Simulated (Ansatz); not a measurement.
What does this script print? It uses the Ansatz DFT code, driven from Python.

`run_field.py`:
```python
"""Response of CH6GeO to a pair of distant point charges."""

import ansatz as az
import numpy as np

BASIS = "def2-SVPD"
METHOD = "mp2"

geometry_ang = [
    ("C", (-0.4192, 0.8581, -0.8309)),
    ("O", (-0.7895, -0.4293, -0.525)),
    ("Ge", (0.3179, -0.9624, 0.751)),
    ("H", (-1.0855, 1.2614, -1.6405)),
    ("H", (0.5698, 0.977, -1.26)),
    ("H", (-0.605, 1.5871, 0.0351)),
    ("H", (1.8367, -0.8753, 0.252)),
    ("H", (0.072, -2.4149, 1.1413)),
    ("H", (0.1913, -0.048, 2.0597)),
]
ch6geo = az.Crystal.molecule()
for symbol, xyz in geometry_ang:
    ch6geo = ch6geo.atom(symbol, xyz)

calculation = (
    ch6geo.calculation()
    .basis(gaussian=BASIS)
    .correlation(METHOD)
    .forces()
)
# charges +q and -q at -R and +R make a nearly even field 2 k q / R^2 at the centre
centre = np.mean([site.position_ang for site in ch6geo.cartesian_sites], axis=0)
field = 2 * 14.399645 * 4.0 / 40.0 ** 2


def dipole(axis, sign):
    arm = 40.0 * np.eye(3)[axis]
    pair = [{"charge": sign * 4.0, "position_ang": (centre - arm).tolist()}, {"charge": -sign * 4.0, "position_ang": (centre + arm).tolist()}]
    deck = calculation.input().set(az.key.basis.gaussian.point_charges, pair)
    return np.array(az.Session.from_dict(deck).plan().execute().report["charge_distribution"]["dipole_moment_e_ang"])


print(f"field {field:.4f} V/A")
alpha = np.array([(dipole(axis, 1) - dipole(axis, -1)) / (2 * field) * 14.399645 for axis in range(3)])
print("polarisability tensor (A^3)")
print(np.array2string(alpha, precision=3, suppress_small=True))
print(f"mean {np.trace(alpha) / 3:.3f} A^3 = {np.trace(alpha) / 3 / 0.14818471:.2f} bohr^3")
```

```console
$ python run_field.py
field 0.0720 V/A
polarisability tensor (A^3)
[[ 6.861 -0.355  0.153]
 [-0.354  7.601 -0.567]
 [ 0.154 -0.562  7.382]]
mean 7.282 A^3 = 49.14 bohr^3
```

The geometry is a force-field or estimated start, not a minimum of this method, and the basis set is short of its limit. The field of two point charges is only nearly even. Run time: 49 s on 1 thread of Arm Neoverse V1 (shared host), peak memory 0.43 GiB.

(Lines on the test bed's own set-up are left out of the output.)
